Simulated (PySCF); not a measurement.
# From one method to the next for KCl

What do other methods print for KCl?

Program: PySCF 2.14.0. Level of theory: method and basis as typed in the scripts. These are calculated values, not measurements.

3 further runs of the same task are left out: 3 that didn't finish.

### 1 The starting structure

KCl: 2 atoms, charge 0, spin multiplicity 1.

Bond lengths: K1–Cl2 2.575 Å.

### 2 The run that the others are compared with

The input, input.py:

```python
from pyscf import gto, scf, cc

mol = gto.M(
    atom='K 0 0 0; Cl 0 0 2.575',
    basis='6-31g*',
    charge=0,
    spin=0,
    symmetry=True,
    verbose=4,
)
mf = scf.RHF(mol)
mf.kernel()
mycc = cc.CCSD(mf, frozen=10)
mycc.kernel()
mycc.ccsd_t()
mf.dip_moment()
print('orbital energies (hartree):', mf.mo_energy[..., max(0, mol.nelec[1]-3):mol.nelec[0]+3].round(4))
```

Launch:

```console
$ OMP_NUM_THREADS=1 python input.py
```

### 3 MP2

Run 1 changes step after the SCF: ccsd(t) → mp2.

input.py: that of step 2 with these lines changed.

```diff
@@ -1,2 +1,2 @@
-from pyscf import gto, scf, cc
+from pyscf import gto, scf, mp
 
@@ -12,5 +12,3 @@
 mf.kernel()
-mycc = cc.CCSD(mf, frozen=10)
-mycc.kernel()
-mycc.ccsd_t()
+mp.MP2(mf, frozen=10).kernel()
 mf.dip_moment()
```

### 4 UHF

Run 2 changes SCF type: RHF → UHF.

The input, input.py:

```python
from pyscf import gto, scf, cc

mol = gto.M(
    atom='K 0 0 0; Cl 0 0 2.575',
    basis='6-31g*',
    charge=0,
    spin=0,
    symmetry=True,
    verbose=4,
)
mf = scf.UHF(mol)
mf.kernel()
mycc = cc.CCSD(mf, frozen=10)
mycc.kernel()
mycc.ccsd_t()
mf.dip_moment()
print('orbital energies (hartree):', [e[max(0, n-3):n+3].round(4) for e, n in zip(mf.mo_energy, mol.nelec)])
```

### 5 M06l (RKS)

Run 3 changes functional: none (Hartree–Fock) → m06l; SCF type: RHF → RKS; step after the SCF: ccsd(t) → analyze.

The input, input.py:

```python
from pyscf import gto, dft

mol = gto.M(
    atom='K 0 0 0; Cl 0 0 2.575',
    basis='6-31g*',
    charge=0,
    spin=0,
    symmetry=True,
    verbose=4,
)
mf = dft.RKS(mol, xc='m06l')
mf.kernel()
mf.analyze()
print('orbital energies (hartree):', mf.mo_energy[..., max(0, mol.nelec[1]-3):mol.nelec[0]+3].round(4))
```

### 6 Pw6b95 (RKS)

Run 4 changes functional: none (Hartree–Fock) → pw6b95; SCF type: RHF → RKS; step after the SCF: ccsd(t) → analyze.

The input, input.py:

```python
from pyscf import gto, dft

mol = gto.M(
    atom='K 0 0 0; Cl 0 0 2.575',
    basis='6-31g*',
    charge=0,
    spin=0,
    symmetry=True,
    verbose=4,
)
mf = dft.RKS(mol, xc='pw6b95')
mf.kernel()
mf.analyze()
print('orbital energies (hartree):', mf.mo_energy[..., max(0, mol.nelec[1]-3):mol.nelec[0]+3].round(4))
```

**Question.** What will these runs give? Wanted: for each run, E(SCF); from base; gap; SCF dipole; after the SCF.

**Answer**, as computed:

| run | E(SCF) (hartree) | from base (eV) | cycles | gap (eV) | SCF dipole (D) | after the SCF |
| --- | --- | --- | --- | --- | --- | --- |
| base | -1058.674282 | 0 | 8 | 8.70 | 10.70 | CCSD(T) correlation -4.245 eV, core frozen |
| MP2 | -1058.674282 | 0.0000 | 8 | 8.70 | 10.70 | MP2 correlation -3.807 eV, core frozen |
| UHF | -1058.674282 | 0.0000 | 9 | 8.70 | 10.70 | CCSD(T) correlation -4.245 eV, core frozen |
| m06l (RKS) | -1060.131164 | not comparable | 8 | 3.15 | 10.43 | n/a |
| pw6b95 (RKS) | -1060.916152 | not comparable | 8 | 4.30 | 10.09 | n/a |

The SCF energy stays the same, to the digits that matter, with UHF. The gap between the frontier levels is 3.1 eV with m06l (0 % exact exchange) and 4.3 eV with pw6b95 (28 %): exact exchange opens it. On the same reference and core, CCSD(T) gains 4.25 eV in 2.1 s; MP2 reaches 90 % of that in 1.4 s. A lower total energy from another functional means nothing by itself.
